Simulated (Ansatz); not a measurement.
# EuAgSeF: the cost of one run

All numbers below are computed with Ansatz 0.2.0 (DFT PBEsol+U (U_eff = 6 eV on Eu 4f), scalar-relativistic, plane waves, PAW).

4 further runs of the same task are left out: 1 that didn't finish, 3 set aside as unsound or not needed.

## 1. The structure to begin with

The cell holds 14 atoms (Ag3Eu4F4Se3): a = 5.815 Å, b = 5.815 Å, c = 9.076 Å, α = 90.00°, β = 90.00°, γ = 90.00°.

Coordinates:

```cif
data_structure
_symmetry_space_group_name_H-M 'P 1'
_symmetry_Int_Tables_number 1
_cell_length_a 5.8147
_cell_length_b 5.8147
_cell_length_c 9.0764
_cell_angle_alpha 90.000
_cell_angle_beta 90.000
_cell_angle_gamma 90.000
_cell_volume 306.88
loop_
_atom_site_label
_atom_site_type_symbol
_atom_site_fract_x
_atom_site_fract_y
_atom_site_fract_z
_atom_site_occupancy
Eu1 Eu 0.75000 0.25000 0.34489 1
Eu2 Eu 0.25000 0.75000 0.34489 1
Eu3 Eu 0.75000 0.75000 0.65511 1
Eu4 Eu 0.25000 0.25000 0.65511 1
Ag1 Ag 0.50000 0.50000 0.00000 1
Ag2 Ag 0.00695 0.50479 0.99740 1
Ag3 Ag 0.51067 0.00376 0.98999 1
Se1 Se 0.24953 0.24053 0.19091 1
Se2 Se 0.76071 0.24801 0.80184 1
Se3 Se 0.24054 0.75851 0.80657 1
F1 F 0.00000 0.00000 0.50000 1
F2 F 0.50000 0.50000 0.50000 1
F3 F 0.00000 0.50000 0.50000 1
F4 F 0.50000 0.00000 0.50000 1
```

The host was relaxed before at PBEsol+U (U_eff = 6 eV on Eu 4f): a = 4.112 Å, b = 4.112 Å, c = 9.076 Å, α = 90.00°, β = 90.00°, γ = 90.00° (conventional cell), 19.180 Å³/atom.

Places, in fractions of the supercell: a vacancy on Ag at (1.000, 0.000, 0.000); a vacancy on Se at (0.750, 0.750, 0.199). Its neighbours start displaced at random, with a spread of 0.04 Å in each coordinate.

## 2. Band edges of the host over the zone

File input.yaml:

```yaml
crystal:
  lattice:
    - [4.1116278961, 0.0, 0.0]
    - [0.0, 4.1116278961, 0.0]
    - [0.0, 0.0, 9.0763825374]
  atoms:
    - { symbol: Eu, position: [0.5, 0.0, 0.3448888559], spin: 7.41 }
    - { symbol: Eu, position: [0.0, 0.5, 0.6551111441], spin: 7.41 }
    - { symbol: Ag, position: [0.0, 0.0, 0.0] }
    - { symbol: Ag, position: [0.5, 0.5, 0.0] }
    - { symbol: Se, position: [0.0, 0.5, 0.198653367] }
    - { symbol: Se, position: [0.5, 0.0, 0.801346633] }
    - { symbol: F, position: [0.0, 0.0, 0.5] }
    - { symbol: F, position: [0.5, 0.5, 0.5] }
basis:
  ecutwfc: 420
  xc_grid: 2
kpoints:
  mp_grid: { grid: [6, 6, 4] }
  band_path: { path: [VBM, CBM], npoints: 2 }
hamiltonian:
  xc: pbesol
  hubbard: { sites: [{ species: Eu, l: f, u_eff: 6.0 }] }
scf:
  occupations: { method: gaussian, width: 0.02 }
  lower_state_search: "off"
output:
  forces: true
  stress: true
  eigenvalues: true
  populations: true
  hubbard: { sites: [{ species: Eu, l: f }] }
magnetization:
  spin_polarized: true
checkpoint:
  read: start.run
  write: ck
  compress: false
  write_wavefunctions: false
  write_every: 100000
```

It reads its starting density from start.run, saved by an earlier run on this cell.

Launch:

```sh
$ ansatz run input.yaml --threads 8 --pin off --max-ram 14336MiB --backend cpu --events-out ev --progress --plain --runs-dir out
```

What time and memory should one allow on 8 threads of Arm Neoverse V1, shared host?

About 24 s, with a peak of 1.6 GiB.
